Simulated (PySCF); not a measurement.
# CHBF2S: the cost of one run

Programs: PySCF 2.14.0, with density-fitted response routines of our own. Each step states its level of theory. These are calculated values for one molecule in the gas phase, unless marked as measured. Atoms are numbered from 0 throughout.

### Step 1. The starting structure

6 atoms, charge 0, multiplicity 1; geometry from: PBE0-D3(BJ)/def2-SVP.

Bonds of the start (Å): F0–B1 1.31, B1–F2 1.32, B1–C3 1.57, C3–S4 1.62, C3–H5 1.10.

### Step 2. J couplings: B3LYP/def2-TZVP

The job: settings as JSON, then the geometry in Å.

```
{"job": {"kind": "j", "xc": "B3LYP", "basis": "def2-TZVP"}, "charge": 0, "multiplicity": 1}
F      1.288336     1.275834     0.136856
B      0.778484     0.068738     0.153482
F      1.582749    -0.940648     0.421481
C     -0.745959    -0.191608    -0.138227
S     -1.767025     0.985695    -0.571676
H     -1.113229    -1.227544    -0.046635
```

Method: B3LYP/def2-TZVP indirect spin-spin coupling, non-relativistic, gas phase.

Command:

```
OMP_NUM_THREADS=1 python probes_run.py task.json out
```

This one command runs all jobs of the session in turn.

**Question.** How long does this first job take on 1 thread of Arm Neoverse V1, shared host, and how much memory does it need?

About 17 s, with a peak of 0.71 GiB.
